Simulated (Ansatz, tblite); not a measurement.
# W(NH)2Cl2 (Cl₂H₂N₂W): one state, many levels

One table from this session's results is given with a row withheld; the runs are named, their logs left out.

Program: Ansatz 0.2.0, Gaussian basis. Level of theory: as each input shows. These are calculated values, not measurements.

Plan: GFN1-xTB, GFN2-xTB, PBE-D4/def2-TZVP, r2SCAN-D4/def2-TZVP, HSE06-D4/def2-TZVP, B3LYP-D4/def2-TZVP, PBE-QIDH/def2-TZVP, r2SCAN0-D4/def2-TZVP, ωB97M-V/def2-TZVP, revPBE-D4/def2-TZVP, LDA/def2-TZVP, LC-ωPBE(0.10)/def2-TZVP, LC-ωPBE(0.15)/def2-TZVP, LC-ωPBE(0.20)/def2-TZVP, LC-ωPBE(0.30)/def2-TZVP, PBE-D4/def2-SVP, PBE0-D4/def2-SVP, PBE0-D4/def2-TZVPD, PBE-D4/def2-TZVPD, r2SCAN-D4/def2-TZVPD, CCSD(T)/def2-TZVP, RPA/def2-TZVP.

## The structure

The geometry is that of the singlet, from an earlier relaxation (PBE-D4/def2-SVP).

7 atoms, charge 0, spin multiplicity 1.

Bond lengths: W1–N2 1.757 Å, W1–N4 1.757 Å, W1–Cl6 2.304 Å, W1–Cl7 2.304 Å, N2–H3 1.025 Å, N4–H5 1.025 Å. Angles: N2–W1–N4 109.6°, N2–W1–Cl6 107.3°, N2–W1–Cl7 107.3°, N4–W1–Cl6 107.3°, N4–W1–Cl7 107.3°, Cl6–W1–Cl7 117.8°, W1–N2–H3 154.5°, W1–N4–H5 154.6°.

Formally the metal is d0. W takes a core potential in the def2 sets. No spin-orbit coupling is included.

PBE0-D4/def2-TZVP was run before; its log isn't repeated, and its numbers join the tables.

The first run:

Tight binding, by tblite at 300 K electronic temperature and without a spin-polarisation term:

```python
tblite.interface.Calculator('GFN1-xTB', numbers, positions, charge=0, uhf=0).singlepoint()
```

Tight binding, by tblite at 300 K electronic temperature and without a spin-polarisation term:

```python
tblite.interface.Calculator('GFN2-xTB', numbers, positions, charge=0, uhf=0).singlepoint()
```

start.molden holds the orbitals of an earlier run on this state, given as this run's starting guess.

Contents of in.yaml:

```yaml
crystal:
  periodic: [false, false, false]
  atoms:
    - {symbol: W, position_ang: [-0.403876, 0.006368, -0.283823]}
    - {symbol: N, position_ang: [-0.401321, -0.015503, 1.472662]}
    - {symbol: H, position_ang: [0.040606, -0.029966, 2.397230]}
    - {symbol: N, position_ang: [1.249856, 0.002379, -0.876117]}
    - {symbol: H, position_ang: [2.269553, -0.005765, -0.773769]}
    - {symbol: Cl, position_ang: [-1.364369, 1.994201, -0.943735]}
    - {symbol: Cl, position_ang: [-1.390449, -1.951714, -0.992459]}
basis:
  gaussian: {orbitals: def2-TZVP, initial_orbitals: start.molden}
hamiltonian: {xc: pbe, dispersion: d4}
scf: {omitted_lower_state_checks: [starts]}
output: {forces: true, orbitals: {seedname: orbitals}}
```

Run with:

```bash
ansatz run in.yaml --threads 4 --pin off --events-out ev --progress --plain --max-ram 3916MiB
```

Among the steps run: PBE-D4/def2-TZVP; r2SCAN-D4/def2-TZVP; HSE06-D4/def2-TZVP; B3LYP-D4/def2-TZVP; PBE-QIDH/def2-TZVP; r2SCAN0-D4/def2-TZVP; ωB97M-V/def2-TZVP; revPBE-D4/def2-TZVP; LDA/def2-TZVP; LC-ωPBE(0.10)/def2-TZVP; LC-ωPBE(0.15)/def2-TZVP; LC-ωPBE(0.20)/def2-TZVP; LC-ωPBE(0.30)/def2-TZVP; PBE-D4/def2-SVP; PBE0-D4/def2-SVP; PBE0-D4/def2-TZVPD; PBE-D4/def2-TZVPD; r2SCAN-D4/def2-TZVPD; CCSD(T)/def2-TZVP; RPA/def2-TZVP.

One table of the session follows, with a row left open; its other results are not shown here.

It belongs to the step «Binding energy». 

```
            method  binding an atom (eV)
      HF/def2-TZVP                 2.202
     LDA/def2-TZVP                 4.775
B3LYP-D4/def2-TZVP                     ?
 ωB97M-V/def2-TZVP                 3.917
     MP2/def2-TZVP                 4.147
    CCSD/def2-TZVP                 3.672
 CCSD(T)/def2-TZVP                 3.858
```

Estimate the missing values for B3LYP-D4/def2-TZVP.

As computed: binding an atom (eV): 3.981. In the column «binding an atom (eV)» it lies between ωB97M-V/def2-TZVP (3.917) and MP2/def2-TZVP (4.147).

Limits of these values: Free atoms were run apart at each level; binding is atoms less cluster, divided by the number of atoms, without zero-point or spin-orbit terms.
